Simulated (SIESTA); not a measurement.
The system is LiWS3.

```
Li W S
1.0
     4.40286    0.00000    0.00000
     0.00000    4.40286    0.00000
     0.00000    0.00000    4.40286
Li W S
1 1 3
Direct
  0.50000 0.50000 0.50000
  0.00000 0.00000 0.00000
  0.50000 0.50000 0.00000
  0.50000 0.00000 0.50000
  0.00000 0.50000 0.50000
```

The cell was built by a generator and needn't be a form met in nature.

```yaml
Program: SIESTA 5.4.2
Task: relaxation of cell and atoms
Functional: PBE
Potentials_or_basis: PseudoDojo 0.4 standard (PBE files)
Basis: SZP (energy shift 0.002 Ry; radii capped at 9.5 bohr)
Grid_cutoff: 800 Ry
Energy_shift: 0.002 Ry
k_mesh: 4 × 4 × 4
Occupations: fermi-dirac, width 0.05 eV
Spin: no spin polarisation
```

At the start: pressure -5.5 GPa; volume 17.07 Å³/atom.

Q: How do energy, volume and symmetry change on relaxing?

A: Over 4 steps the energy falls by 24.7 meV/atom and the volume is 15.82 Å³/atom (-7.3 %); space group Pm-3m (No. 221, to 0.05 Å).

The path:
```csv
step,energy change (eV),largest force (eV/Å),pressure (GPa),volume (Å³)
1,0.0000,0.0000,-5.48,85.35
2,-0.0838,0.0000,-3.22,82.43
3,-0.1205,0.0000,1.25,77.89
4,-0.1233,0.0000,-0.04,79.09
```

Final structure:
```cif
data_structure
_symmetry_space_group_name_H-M 'P 1'
_symmetry_Int_Tables_number 1
_cell_length_a 4.2925
_cell_length_b 4.2925
_cell_length_c 4.2925
_cell_angle_alpha 90.000
_cell_angle_beta 90.000
_cell_angle_gamma 90.000
_cell_volume 79.09
loop_
_atom_site_label
_atom_site_type_symbol
_atom_site_fract_x
_atom_site_fract_y
_atom_site_fract_z
_atom_site_occupancy
Li1 Li 0.50000 0.50000 0.50000 1
W1 W 0.00000 0.00000 0.00000 1
S1 S 0.50000 0.50000 0.00000 1
S2 S 0.50000 0.00000 0.50000 1
S3 S 0.00000 0.50000 0.50000 1
```

Caveat: short orbitals over semicore shells can move pressures by several GPa; the basis of atomic orbitals isn't converged, which shifts pressures, moduli and gaps.
